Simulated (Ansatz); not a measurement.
**AlGa3P4: what a guessed cell relaxes into**

The task: take a trial cell of AlGa3P4 to zero force and stress.

Program: Ansatz 0.2.0. Level of theory: DFT PBE, scalar-relativistic, plane waves, PAW, unless a step's input says otherwise. These are calculated values, not measurements.

## Step 1: The structure to begin with

Symmetry: I-42m, No. 121, tetragonal system. The conventional cell has a = 5.507 Å, b = 5.507 Å, c = 11.014 Å, α = 90.00°, β = 90.00°, γ = 90.00°. Al (site symmetry -42m) has 4 P at 2.38 Å in its first shell of neighbours. Ga (site symmetry -42m) is surrounded by 4 P at 2.39 Å. Ga (site symmetry -4) has 4 P at 2.39 Å in its first shell of neighbours. P (site symmetry m) has 1 Al at 2.38 Å and 3 Ga at 2.39 Å in its first shell of neighbours.

Coordinates:

```cif
data_structure
_symmetry_space_group_name_H-M 'I-42m'
_symmetry_Int_Tables_number 121
_cell_length_a 5.5073
_cell_length_b 5.5073
_cell_length_c 11.0142
_cell_angle_alpha 90.000
_cell_angle_beta 90.000
_cell_angle_gamma 90.000
_cell_volume 334.06
loop_
_atom_site_label
_atom_site_type_symbol
_atom_site_symmetry_multiplicity
_atom_site_Wyckoff_symbol
_atom_site_fract_x
_atom_site_fract_y
_atom_site_fract_z
_atom_site_occupancy
Al1 Al 2 b 0.50000 0.50000 0.00000 1
Ga1 Ga 2 a 0.00000 0.00000 0.00000 1
Ga2 Ga 4 d 0.50000 0.00000 0.25000 1
P1 P 8 i 0.75039 0.75039 0.37526 1
```

The start is the relaxed end of an invented cell (made as: elements ordered on the sites of the AlP type, Al/Ga on Al (I-42m, No. 121)), taken up again for a closer look.

## Step 2: The guess as it stands, on a coarse mesh

input.yaml reads:

```yaml
crystal:
  lattice:
    - [-2.7536302, 2.7536302, 5.5070794]
    - [2.7536302, -2.7536302, 5.5070794]
    - [2.7536302, 2.7536302, -5.5070794]
  atoms:
    - { symbol: Al, position: [0.5, 0.5, 0.0] }
    - { symbol: Ga, position: [0.0, 0.0, 0.0] }
    - { symbol: Ga, position: [0.25, 0.75, 0.5] }
    - { symbol: Ga, position: [0.75, 0.25, 0.5] }
    - { symbol: P, position: [0.125649, 0.125649, 0.500781] }
    - { symbol: P, position: [0.375132, 0.874351, 0.0] }
    - { symbol: P, position: [0.624868, 0.624868, 0.499219] }
    - { symbol: P, position: [0.874351, 0.375132, 0.0] }
basis:
  ecutwfc: 420
kpoints:
  mp_grid: { grid: [4, 4, 4] }
hamiltonian:
  xc: pbe
scf:
  occupations: { method: gaussian, width: 0.1 }
  lower_state_search: "off"
output:
  forces: true
  stress: true
  eigenvalues: true
```

Command:

```bash
ansatz run input.yaml --threads 4 --pin off --max-ram 8192MiB --backend cpu --events-out ev --progress --plain --runs-dir out
```

Standard output, shortened:

```text
[...]
SCF converged after 7 iterations
Free energy (F): -14913.098053 eV
[...]
E sigma→0 (E₀):  -14913.098053 eV
Fermi energy:    7.032201 eV
[...]
--- Forces (eV/Å), atoms counted from 1 ---
  atom   1  Al    -0.00000000     0.00000000     0.00000000
  atom   2  Ga    -0.00000000     0.00000000     0.00000000
  atom   3  Ga    -0.00000000    -0.00000000    -0.00000000
  atom   4  Ga    -0.00000000     0.00000000    -0.00000000
  atom   5  P      0.00029987     0.00029987     0.00044987
  atom   6  P     -0.00029987     0.00029987    -0.00044987
  atom   7  P     -0.00029987    -0.00029987     0.00044987
  atom   8  P      0.00029987    -0.00029987    -0.00044987
[...]
--- Stress (GPa, compression-positive) ---
       -0.005449      -0.000000       0.000000
       -0.000000      -0.005449       0.000000
        0.000000      -0.000000      -0.019665
  P = ⅓ Tr σ = -0.0102 GPa (-0.102 kbar)
--- Band table (eV; the first three rows and the last of 13) ---
[...]
```

Run time: 2.4 s. Hardware: 4 threads of Arm Neoverse V1, shared host; peak memory 0.49 GiB.

Read-out: pressure 0.0 GPa, largest force 0.00 eV/Å, gap on this mesh 1.63 eV. The coarse relaxation is skipped.

## Step 3: Full relaxation

Changes to input.yaml since step 2:

```diff
@@ -17,3 +17,3 @@
 kpoints:
-  mp_grid: { grid: [4, 4, 4] }
+  mp_grid: { grid: [8, 8, 8] }
 hamiltonian:
@@ -21,4 +21,3 @@
 scf:
-  occupations: { method: gaussian, width: 0.1 }
-  lower_state_search: "off"
+  occupations: { method: gaussian, width: 0.02 }
 output:
@@ -27 +26,6 @@
   eigenvalues: true
+relax:
+  adjacent_minimum: "off"
+  f_tol: 0.01
+  max_steps: 80
+  cell: { stress_tol: 0.05 }
```

Command:

```bash
ansatz run input.yaml --threads 4 --pin off --max-ram 8192MiB --backend cpu --events-out ev --progress --plain --runs-dir out
```

Standard output, shortened:

```text
Warning: RAYON_NUM_THREADS=4 ignored (pool sized by the plan → 4); use --threads N
[...]
Pseudopotentials: kind: paw
Pseudopotential: Al, paw, valence charge 3, recommended cutoff 420 eV (normal), Al.paw.azcp
Pseudopotential: Ga, paw, valence charge 13, recommended cutoff 420 eV (normal), Ga.paw.azcp
Pseudopotential: P, paw, valence charge 5, recommended cutoff 420 eV (normal), P.paw.azcp
Functional definition: PBE
[...]
Crystal: 8 atoms, lattice volume = 167.029 Å³
Basis set: ecut = 420 eV, 3243 PW (Γ), exchange–correlation on 96×96×96 points (8 copies of the dense FFT grid, shifted against one another)
Bands: 39, of which v1, the nominal top of the filled ones, is band 31 counted from 1 (30 counted from 0)
Symmetry: 8 space group operations
Space group: I-42m (ITA 121), of the structure as read, at distance tolerance 5.5e-5 Å
k-points: 59 of 512 (time reversal used)
[...]
--- Band table (eV; the first three rows and the last of 59) ---
[...]
--- Relaxed structure (1 steps of the walk, 1 accepted, 1 SCFs on fresh bases) ---
  F+E_penalty+E_count = -14913.10530639 eV   max|allowed force component| = 1.106e-4 eV/Å   (the final SCF, on the basis selected at the relaxed cell)
  cell:  # Å, volume = 167.0293 Å³
    - [-2.7536302, 2.7536302, 5.5070794]
    - [2.7536302, -2.7536302, 5.5070794]
    - [2.7536302, 2.7536302, -5.5070794]
  atoms:
    - { symbol: Al, position: [0.49999999999999994, 0.49999999999999994, 0.0] }
    - { symbol: Ga, position: [0.0, 0.0, 0.0] }
    - { symbol: Ga, position: [0.24999999999999997, 0.7499999999999999, 0.49999999999999994] }
    - { symbol: Ga, position: [0.7499999999999999, 0.24999999999999997, 0.49999999999999994] }
    - { symbol: P, position: [0.12564899999999996, 0.12564899999999996, 0.5007809999999999] }
    - { symbol: P, position: [0.3751319999999999, 0.874351, 0.0] }
    - { symbol: P, position: [0.6248679999999999, 0.6248679999999999, 0.4992189999999999] }
    - { symbol: P, position: [0.874351, 0.3751319999999999, 0.0] }
```

It took 24 s on 4 threads of Arm Neoverse V1, shared host; peak memory 0.68 GiB.

The steps of the relaxation:

| step | energy from step 1 (eV/cell) | largest force component (eV/Å) | pressure (GPa) | volume (Å³) |
| --- | --- | --- | --- | --- |
| 1 | 0.0000 | 0.0001 | 0.00 | 167.03 |
| 2 | 0.0000 | 0.0001 | 0.00 | 167.03 |

Step 1 is the start. Step 2 repeats the geometry before it on a plane-wave basis chosen anew for that cell, so its energy need not be comparable with the rows above.

Lengths and angles in the start's conventional setting:

|  | before | after | change |
| --- | --- | --- | --- |
| a (Å) | 5.507 | 5.507 | 0.0 % |
| b (Å) | 5.507 | 5.507 | 0.0 % |
| c (Å) | 11.014 | 11.014 | 0.0 % |
| volume (Å³/atom) | 20.88 | 20.88 | 0.0 % |
| shortest distance (Å) | 2.381 | 2.381 | 0.0 % |
| space group (0.01 Å) | I-42m | I-42m | same |

The run keeps the 8 symmetry operations of the start, so it could not have lowered the symmetry.

## Step 4: Variant: xc pbesol, scf.algorithm direct_min, ecutwfc left out

Changes to input.yaml since step 3:

```diff
@@ -14,4 +14,2 @@
     - { symbol: P, position: [0.874351, 0.375132, 0.0] }
-basis:
-  ecutwfc: 420
 kpoints:
@@ -19,13 +17,9 @@
 hamiltonian:
-  xc: pbe
+  xc: pbesol
 scf:
   occupations: { method: gaussian, width: 0.02 }
+  algorithm: direct_min
 output:
   forces: true
+  eigenvalues: true
   stress: true
-  eigenvalues: true
-relax:
-  adjacent_minimum: "off"
-  f_tol: 0.01
-  max_steps: 80
-  cell: { stress_tol: 0.05 }
```

Command:

```bash
ansatz run input.yaml --threads 4 --pin off --max-ram 8192MiB --backend cpu --events-out ev --progress --plain --runs-dir out
```

Standard output, shortened:

```text
Warning: RAYON_NUM_THREADS=4 ignored (pool sized by the plan → 4); use --threads N
[...]
[... 4 set-up lines as earlier in the session ...]
Functional definition: PBEsol
[...]
Crystal: 8 atoms, lattice volume = 167.029 Å³
Basis set: ecut = 420 eV, 3243 PW (Γ), exchange–correlation on 96×96×96 points (8 copies of the dense FFT grid, shifted against one another)
Bands: 39, of which v1, the nominal top of the filled ones, is band 31 counted from 1 (30 counted from 0)
[... 2 set-up lines as earlier in the session ...]
k-points: 59 of 512 (time reversal used)
[...]
Stability not checked: this state was not tested for a lower state beside it, because a direct minimisation reached the state, and no test of it is asked (direct_minimisation; see scf.lower_state_search)
Free energy (F): -14717.838031 eV
[...]
E sigma→0 (E₀):  -14717.838031 eV
Fermi energy:    6.902854 eV
[...]
--- Forces (eV/Å), atoms counted from 1 ---
  atom   1  Al    -0.00000000    -0.00000000     0.00000000
  atom   2  Ga    -0.00000000     0.00000000     0.00000000
  atom   3  Ga    -0.00000000    -0.00000000     0.00000000
  atom   4  Ga    -0.00000000     0.00000000     0.00000000
  atom   5  P     -0.05314043    -0.05314043    -0.05059910
  atom   6  P      0.05314043    -0.05314043     0.05059910
  atom   7  P      0.05314043     0.05314043    -0.05059910
  atom   8  P     -0.05314043     0.05314043     0.05059910
[...]
--- Stress (GPa, compression-positive) ---
       -2.591242       0.000000       0.000000
        0.000000      -2.591242      -0.000000
        0.000000       0.000000      -2.588883
  P = ⅓ Tr σ = -2.5905 GPa (-25.905 kbar)
--- Band table (eV; the first three rows and the last of 59) ---
[...]
```

Wall time 36 s (4 threads of Arm Neoverse V1, shared host); peak memory 1 GiB.

```csv
run,ending,energy change,pressure (GPa),gap (eV),force (eV/Å),cycles,time
step 3,converged,-,0.0,1.63,0.00,-,24 s
variant,converged,not comparable,-2.6,1.54,0.09,6,36 s
```

Total energies don't compare across a change of functional; the pressure goes from 0.0 to -2.6 GPa, the gap on the mesh goes from 1.63 to 1.54 eV and the largest force goes from 0.00 to 0.09 eV/Å. At this fixed cell a lower pressure means that this functional prefers a smaller volume than the reference.

## Step 5: Summary of results

| quantity | value |
| --- | --- |
| symmetry at the end (tolerance 0.02 Å) | space group I-42m (No. 121) |
| conventional cell | a = 5.507 Å, b = 5.507 Å, c = 11.014 Å, α = 90.00°, β = 90.00°, γ = 90.00° |
| volume | 20.88 Å³/atom |
| energy over the elements, black P | -0.48 eV/atom |
| gap on the mesh | 1.63 eV |

The space group I-42m (No. 121) is kept, at nearly the size of the first guess. A negative formation energy is needed for stability but isn't enough; other structures and compounds were not set against it here. No finished test with a distortion of lower symmetry is shown, so the end may be a saddle point.
